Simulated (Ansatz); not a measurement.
# ZnO: a scan of SCF settings

Wanted: the cost and the effect of other mixers, smearings and limits on one cell of ZnO. System: ZnO, the measured crystal structure (space group P6_3mc); the cell holds 4 atoms. Source: COD entry 9004180.

Method: DFT PBE, PAW, plane waves, scalar-relativistic, in Ansatz 0.2.0.

## (1) The starting structure

Symmetry: P6_3mc, No. 186, hexagonal system. Conventional cell: a = 3.249 Å, b = 3.249 Å, c = 5.204 Å, α = 90.00°, β = 90.00°, γ = 120.00°. Around Zn (site symmetry 3m) lie 4 O at 1.97 to 1.99 Å. O (site symmetry 3m) has 4 Zn at 1.97 to 1.99 Å as nearest neighbours.

As a file:

```cif
data_structure
_symmetry_space_group_name_H-M 'P6_3mc'
_symmetry_Int_Tables_number 186
_cell_length_a 3.2494
_cell_length_b 3.2494
_cell_length_c 5.2038
_cell_angle_alpha 90.000
_cell_angle_beta 90.000
_cell_angle_gamma 120.000
_cell_volume 47.58
loop_
_atom_site_label
_atom_site_type_symbol
_atom_site_symmetry_multiplicity
_atom_site_Wyckoff_symbol
_atom_site_fract_x
_atom_site_fract_y
_atom_site_fract_z
_atom_site_occupancy
Zn1 Zn 2 b 0.33333 0.66667 0.00000 1
O1 O 2 b 0.33333 0.66667 0.38300 1
```

Atoms are counted from 1 in the order of input.yaml (O4 and so on).

Changes shown after the default run: Broyden, β 0.1, history 8, no preconditioner; 1 band beyond the filled ones; Anderson, β 0.5, backtracking line search; Anderson, β 1.0, history 4, no preconditioner; cold smearing, width 0.8 eV; Fermi–Dirac width 0.003 eV, no switch to direct minimisation; Broyden, β 1.0, history 2, no preconditioner; one k-point (Gamma), no switch to direct minimisation; cutoff 520 eV; tetrahedron occupations.

The search for lower states is off throughout, and inputs that name a mixer don't switch to direct minimisation unless they say so. Spin polarisation is off.

## (2) Default SCF settings

The input, input.yaml:

```yaml
crystal:
  lattice:
    - [3.24939872, 0.0, 0.0]
    - [-1.62469936, 2.81406184, 0.0]
    - [0.0, 0.0, 5.2038]
  atoms:
    - { symbol: Zn, position: [0.33333333, 0.66666667, 0.0] }
    - { symbol: Zn, position: [0.66666667, 0.33333333, 0.5] }
    - { symbol: O, position: [0.33333333, 0.66666667, 0.383] }
    - { symbol: O, position: [0.66666667, 0.33333333, 0.883] }
hamiltonian:
  xc: pbe
  pseudopotentials: { kind: paw }
basis:
  ecutwfc: 420
kpoints:
  mp_grid: { grid: [7, 7, 4] }
scf:
  occupations: { method: fermi_dirac, width: 0.05 }
  lower_state_search: "off"
output:
  forces: true
  stress: true
  write_density: true
  write_potential: true
  elf: true
  volumetric_format: npy
```

Command:

```sh
> ansatz run input.yaml --threads 2 --pin off --max-ram 5120MiB --backend cpu --events-out ev --progress --plain --runs-dir out
```

**Question.** Each change named above is then made alone on this input. How many iterations does the default take, and what do the changes move? Wanted: largest shift of the free energy by occupations, cutoff, mesh or field.

**Answer**, as computed:

```
                                                              quantity                                                                   value
                                                           default run                       6 iterations, with a gap of 0.80 eV on the k-mesh
                  fewest iterations to that state among the runs shown                                                6 (default SCF settings)
                                                 most iterations to it                        8 (Broyden, β 0.1, history 8, no preconditioner)
           runs that end in another state, among changes of path alone                                                                       0
largest shift of the free energy by occupations, cutoff, mesh or field  +2629 meV/atom (one k-point (Gamma), no switch to direct minimisation)
```

In words: The default and the runs that change only the path, 6 in all, end in one state, in 6 to 8 iterations. Occupations, cutoff, mesh and fields change the problem that is solved, not just the path; the largest shift here is that of “one k-point (Gamma), no switch to direct minimisation”. Counts include iterations that the program adds to test a close, so a difference of one or two ranks nothing. The starting density is a sum of atomic densities corrected by a trained network, so it is already close to self-consistency.

These are semilocal Kohn-Sham gaps, which aren't the measured quantity. Such gaps usually fall short of the measured ones.
